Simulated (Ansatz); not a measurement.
**PbS2: a single-point run**

Aim: a sound single-point run of PbS2. The structure is shown as the input types it. The cell is built on a prototype (fluorite) and needn't be the phase found in nature.

Program: Ansatz 0.2.0. Level of theory: density functional or hybrid calculation with the settings of its input, plane waves (as first typed). These are calculated values, not measurements.

4 further runs of the same task are left out: 2 for a known fault of the program, 1 that didn't finish, 1 set aside as unsound or not needed.

### 1 The system as given

Symmetry: Fm-3m, No. 225, cubic system. The conventional cell has a = 6.730 Å, b = 6.730 Å, c = 6.730 Å, α = 90.00°, β = 90.00°, γ = 90.00°. Pb (site symmetry m-3m) is surrounded by 8 S at 2.91 Å. S (site symmetry -43m) is surrounded by 4 Pb at 2.91 Å.

As a file:

```cif
data_structure
_symmetry_space_group_name_H-M 'P 1'
_symmetry_Int_Tables_number 1
_cell_length_a 4.7591
_cell_length_b 4.7591
_cell_length_c 4.7591
_cell_angle_alpha 60.000
_cell_angle_beta 60.000
_cell_angle_gamma 60.000
_cell_volume 76.22
loop_
_atom_site_label
_atom_site_type_symbol
_atom_site_fract_x
_atom_site_fract_y
_atom_site_fract_z
_atom_site_occupancy
Pb1 Pb 0.00000 0.00000 0.00000 1
S1 S 0.25000 0.25000 0.25000 1
S2 S 0.75000 0.75000 0.75000 1
```

### 2 Running it

input.yaml

```yaml
crystal:
  lattice:
    - [0.0, 3.3652050266, 3.3652050266]
    - [3.3652050266, 0.0, 3.3652050266]
    - [3.3652050266, 3.3652050266, 0.0]
  atoms:
    - { symbol: Pb, position: [0.0, 0.0, 0.0] }
    - { symbol: S, position: [0.25, 0.25, 0.25] }
    - { symbol: S, position: [0.75, 0.75, 0.75] }
kpoints:
  mp_grid: { grid: [4, 4, 4] }
hamiltonian:
  xc: pbesol
scf:
  occupations: { method: fermi_dirac, width: 0.02 }
  n_extra_bands: 4
  convergence: { dr2_threshold: 1.0e-20 }
  max_iter: 67
output:
  forces: true
  stress: true
  eigenvalues: true
```

Command:

```sh
$ ansatz run input.yaml --threads 4 --pin off --max-ram 3686MiB --backend cpu --events-out ev --progress --plain --runs-dir out
```

What happens when this is run?

This run ends as converged. Convergence says nothing about whether the input makes sense.

In the input, scf.convergence.dr2_threshold is 1.0e-20. What could go wrong: threshold needlessly tight. Once met, so tight a threshold does no harm; it costs cycles.

Run again and compare: delete scf.convergence.dr2_threshold (the default then holds).
